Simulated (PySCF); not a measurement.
# C5H6ClF3: the cost of one run

Programs: PySCF 2.14.0, with routines of our own; each step states its level. All values are computed. Atoms count from 0.

## 1. The starting structure

15 atoms, charge 0, multiplicity 1; geometry from: GFN2-xTB.

## 2. Magnetic properties: GIAO wB97X-D/pcSseg-1

Job settings and geometry (Å):

```
{"job": {"kind": "mag", "xc": "wB97X-D", "basis": "pcSseg-1", "isotopologues": 0}, "charge": 0, "multiplicity": 1}
F     -2.284851    -0.991461     0.184237
C     -1.811532     0.285440     0.236733
C     -0.713221     0.487814    -0.823297
F     -1.282415     0.589762    -2.055917
F     -0.158582     1.719865    -0.604813
C      0.304276    -0.618130    -0.827798
C      1.314134    -0.766024     0.018570
C      1.664344     0.130111     1.153958
Cl     0.919251    -0.538322     2.655044
H     -2.647243     0.965644     0.043866
H     -1.390251     0.446574     1.233598
H      0.120916    -1.347353    -1.602586
H      1.935820    -1.644444    -0.082547
H      2.738958     0.145859     1.328957
H      1.285983     1.142654     1.040909
```

Level: GIAO wB97X-D/pcSseg-1 magnetisability, rotational g tensor and spin-rotation constants, non-relativistic, gas phase.

The run is started by

```
$ OMP_NUM_THREADS=1 python excited_run.py task.json out
```

One launch serves the whole session: the jobs run in the order shown.

**Question.** How long does this first job take on 1 thread of Arm Neoverse N1, shared host, and how much memory does it need?

About 82 s, with a peak of 0.9 GiB.
